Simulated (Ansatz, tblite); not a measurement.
# In9As10 zinc blende ring sphere (In9As10H28+): one state, many levels

One table from this session's results is given with a row withheld; the runs are named, their logs left out.

The runs use Ansatz 0.2.0, Gaussian basis; as each input shows.

Plan: GFN1-xTB, GFN2-xTB, PBE-D4/def2-TZVP, r2SCAN-D4/def2-TZVP, r2SCAN0-D4/def2-TZVP, PBE-D4/def2-SVP, PBE0-D4/def2-SVP, MP2/def2-TZVP, RPA/def2-TZVP.

2 further runs of the same task are left out: 1 for a known fault of the program, 1 set aside as unsound or not needed.

## The geometry

The singlet was relaxed beforehand with PBE-D4/def2-SVP.

47 atoms, charge 1, spin multiplicity 1.

Bond lengths: As1–In11 2.776 Å, As1–In12 2.691 Å, As1–H20 1.529 Å, As1–H21 1.531 Å, As2–In12 2.689 Å, As2–In13 2.777 Å, As2–H22 1.529 Å, As2–H23 1.528 Å, As3–In11 2.778 Å, As3–In15 2.690 Å, As3–H24 1.530 Å, As3–H25 1.528 Å, As4–In12 2.672 Å, As4–In15 2.672 Å, As4–In16 2.671 Å, As4–H26 1.528 Å, As5–In15 2.690 Å, As5–In17 2.777 Å and more. Angles: In11–As1–In12 133.8°, In11–As1–H20 107.3°, In11–As1–H21 107.9°, In12–As1–H20 101.7°, In12–As1–H21 103.7°, H20–As1–H21 96.0°, In12–As2–In13 133.4°, In12–As2–H22 103.8°, In12–As2–H23 101.9°, In13–As2–H22 108.2°, In13–As2–H23 107.4°, H22–As2–H23 96.0°, In11–As3–In15 133.4°, In11–As3–H24 108.0°, In11–As3–H25 107.5°, In15–As3–H24 103.8°, In15–As3–H25 102.0°, H24–As3–H25 96.0° and more.

In takes a core potential in the def2 sets. No spin-orbit coupling is included. The ion is computed in the gas phase, without counter-ions or solvent.

PBE0-D4/def2-TZVP was run before; its log isn't repeated, and its numbers join the tables.

The first run:

Tight binding, by tblite at 300 K electronic temperature and without a spin-polarisation term:

```python
tblite.interface.Calculator('GFN1-xTB', numbers, positions, charge=1, uhf=0).singlepoint()
```

Tight binding, by tblite at 300 K electronic temperature and without a spin-polarisation term:

```python
tblite.interface.Calculator('GFN2-xTB', numbers, positions, charge=1, uhf=0).singlepoint()
```

start.molden holds the orbitals of an earlier run on this state, given as this run's starting guess.

Contents of in.yaml:

```yaml
crystal:
  periodic: [false, false, false]
  atoms:
    - {symbol: As, position_ang: [-3.641081, -0.717130, -2.438245]}
    - {symbol: As, position_ang: [-3.669883, 2.389585, 0.722675]}
    - {symbol: As, position_ang: [-0.736441, -3.675281, -2.388538]}
    - {symbol: As, position_ang: [-0.617428, -0.618621, 0.610049]}
    - {symbol: As, position_ang: [2.424807, -3.649554, 0.719585]}
    - {symbol: As, position_ang: [2.344951, -0.471067, -2.362969]}
    - {symbol: As, position_ang: [2.389631, -0.737794, 3.667694]}
    - {symbol: As, position_ang: [-0.462885, 2.366344, -2.348748]}
    - {symbol: As, position_ang: [2.357487, 2.341343, 0.474175]}
    - {symbol: As, position_ang: [-0.735440, 2.411723, 3.647839]}
    - {symbol: In, position_ang: [-3.207451, -3.214529, -3.570939]}
    - {symbol: In, position_ang: [-2.136321, 0.937551, -0.942493]}
    - {symbol: In, position_ang: [-3.209478, 3.587243, 3.185457]}
    - {symbol: In, position_ang: [0.489006, 0.508444, -4.121214]}
    - {symbol: In, position_ang: [0.934185, -2.144850, -0.939319]}
    - {symbol: In, position_ang: [0.929666, 0.928356, 2.142653]}
    - {symbol: In, position_ang: [3.602881, -3.191415, 3.192182]}
    - {symbol: In, position_ang: [4.115970, 0.486039, -0.506168]}
    - {symbol: In, position_ang: [0.509820, 4.120237, -0.482896]}
    - {symbol: H, position_ang: [-4.109519, 0.213844, -3.556501]}
    - {symbol: H, position_ang: [-4.979487, -0.761777, -1.696513]}
    - {symbol: H, position_ang: [-4.967351, 1.585411, 0.818755]}
    - {symbol: H, position_ang: [-4.219191, 3.466114, -0.211980]}
    - {symbol: H, position_ang: [-0.831729, -4.973041, -1.584564]}
    - {symbol: H, position_ang: [0.193530, -4.225578, -3.468993]}
    - {symbol: H, position_ang: [-1.507193, -1.500415, 1.485398]}
    - {symbol: H, position_ang: [1.669474, -4.978102, 0.792406]}
    - {symbol: H, position_ang: [3.524900, -4.143295, -0.218971]}
    - {symbol: H, position_ang: [3.121460, -1.535899, -3.145161]}
    - {symbol: H, position_ang: [1.597172, -0.843760, 4.971016]}
    - {symbol: H, position_ang: [3.465079, 0.200811, 4.211259]}
    - {symbol: H, position_ang: [-1.528742, 3.150446, -3.121718]}
    - {symbol: H, position_ang: [3.140682, 3.111031, 1.543151]}
    - {symbol: H, position_ang: [-0.814666, 1.651066, 4.972721]}
    - {symbol: H, position_ang: [0.199002, 3.510934, 4.151016]}
    - {symbol: H, position_ang: [-4.268015, -4.244444, -2.677376]}
    - {symbol: H, position_ang: [-2.827087, -2.870744, -5.211971]}
    - {symbol: H, position_ang: [-4.262565, 2.723079, 4.247662]}
    - {symbol: H, position_ang: [-2.832166, 5.218553, 2.792178]}
    - {symbol: H, position_ang: [-0.763974, -0.725227, -4.091614]}
    - {symbol: H, position_ang: [1.271719, 1.282712, -5.450530]}
    - {symbol: H, position_ang: [5.230351, -2.785353, 2.811163]}
    - {symbol: H, position_ang: [2.749267, -4.264070, 4.243065]}
    - {symbol: H, position_ang: [4.094324, -0.764868, 0.728150]}
    - {symbol: H, position_ang: [5.439724, 1.272212, -1.285848]}
    - {symbol: H, position_ang: [-0.733648, 4.094015, 0.759107]}
    - {symbol: H, position_ang: [1.296354, 5.446820, -1.257590]}
basis:
  gaussian: {orbitals: def2-TZVP, fitting: {mean_field: def2-universal-jkfit}, initial_orbitals: start.molden}
total_charge: 1
hamiltonian: {xc: pbe, dispersion: d4}
scf: {omitted_lower_state_checks: [starts]}
output: {orbitals: {seedname: orbitals}}
```

Launch:

```bash
ansatz run in.yaml --threads 11 --pin off --events-out ev --progress --plain --max-ram 166912MiB --backend cuda --devices 0, --max-vram 75GiB
```

Steps of the session up to this table: PBE-D4/def2-TZVP; r2SCAN-D4/def2-TZVP; r2SCAN0-D4/def2-TZVP; PBE-D4/def2-SVP; PBE0-D4/def2-SVP; MP2/def2-TZVP; RPA/def2-TZVP.

One of the session's tables, all rows but one given; the rest of the session is left out.

It belongs to the step «Levels side by side». 

| level | HOMO (eV) | LUMO (eV) | gap (eV) |
| --- | --- | --- | --- |
| PBE-D4/def2-SVP | ? | ? | ? |
| PBE-D4/def2-TZVP | -8.40 | -5.21 | 3.19 |
| r2SCAN-D4/def2-TZVP | -8.63 | -5.05 | 3.58 |
| PBE0-D4/def2-SVP | -9.29 | -4.49 | 4.80 |
| PBE0-D4/def2-TZVP | -9.32 | -4.53 | 4.79 |
| r2SCAN0-D4/def2-TZVP | -9.47 | -4.46 | 5.01 |

**Question.** Estimate the row for PBE-D4/def2-SVP.

The run gave: HOMO (eV): -8.35; LUMO (eV): -5.15; gap (eV): 3.20. In the column «HOMO (eV)» it is the highest.
